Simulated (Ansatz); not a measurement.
**TiB2: strong compression**

An exercise on one series of results from a longer session: the logs are not shown, and one member is left open.

Computed with Ansatz 0.2.0 (DFT, LDA, PAW with Ansatz's default frozen-core files, scalar-relativistic, unless a step's input says otherwise).

**The structure to begin with**

It takes space group P6/mmm (No. 191, hexagonal). Conventional cell: a = 3.158 Å, b = 3.158 Å, c = 3.474 Å, α = 90.00°, β = 90.00°, γ = 120.00°. Around Ti (site symmetry 6/mmm) lie 12 B at 2.52 Å. B (site symmetry -6m2) has 3 B at 1.82 Å and 6 Ti at 2.52 Å in its first shell of neighbours.

Coordinates:

```
Ti B
1.0
     3.15791    0.00000    0.00000
    -1.57895    2.73483    0.00000
     0.00000    0.00000    3.47370
Ti B
1 2
Direct
  0.00000 0.00000 0.00000
  0.33333 0.66667 0.50000
  0.66667 0.33333 0.50000
```

Whether this phase is the stable one at these pressures isn't tested.

Atoms are numbered in the order of the input: Ti1, B2, B3.

Set-up of the first run:

The input, input.yaml:

```yaml
crystal:
  lattice:
    - [3.1579068305, 0.0, 0.0]
    - [-1.5789534152, 2.734827538, 0.0]
    - [0.0, 0.0, 3.4736975135]
  atoms:
    - { symbol: Ti, position: [0.0, 0.0, 0.0] }
    - { symbol: B, position: [0.3333333333, 0.6666666667, 0.5] }
    - { symbol: B, position: [0.6666666667, 0.3333333333, 0.5] }
kpoints:
  mp_grid: { grid: [11, 11, 9] }
scf:
  occupations: { method: fermi_dirac, width: 0.1 }
hamiltonian:
  xc: lda
  pseudopotentials: { kind: paw }
output:
  forces: true
  stress: true
relax:
  f_tol: 0.005
  max_steps: 40
  cell: {}
```

On the command line:

```bash
> ansatz run input.yaml --threads 1 --pin off --max-ram 3072MiB --backend cpu --events-out ev --progress --plain --runs-dir out
```

Steps of the session up to this table: Cell relaxed at zero pressure, PAW; Volume scaled by 1, PAW; Shape and atoms relaxed at 0.94 of the volume, PAW; Volume scaled by 0.94, PAW; Shape and atoms relaxed at 0.88 of the volume, PAW; Volume scaled by 0.88, PAW; Shape and atoms relaxed at 0.8 of the volume, PAW; Volume scaled by 0.8, PAW; Shape and atoms relaxed at 0.72 of the volume, PAW; Volume scaled by 0.72, PAW; Shape and atoms relaxed at 0.62 of the volume, PAW; Volume scaled by 0.62, PAW; Volume scaled by 0.62, PAW (cutoff 600 eV).

One table of the session follows, with a row left open; its other results are not shown here.

 The rows PAW, 0.62 and PAW (cutoff 600 eV), 0.62 agree to the last digit and may rest on the same set-up.

```
             method  volume over the first  volume (Å³/atom)  pressure (GPa)
                PAW                      1             8.176            0.00
                PAW                   0.94             7.686           19.31
                PAW                   0.88             7.195           45.32
                PAW                    0.8                 ?               ?
                PAW                   0.72             5.887          171.01
                PAW                   0.62             5.069          329.91
PAW (cutoff 600 eV)                   0.62             5.069          329.91
```

Estimate the missing values for PAW, 0.8.

**Answer.** volume (Å³/atom): 6.541; pressure (GPa): 95.04. In the column «volume (Å³/atom)» it lies between PAW, 0.72 (5.887) and PAW, 0.88 (7.195).
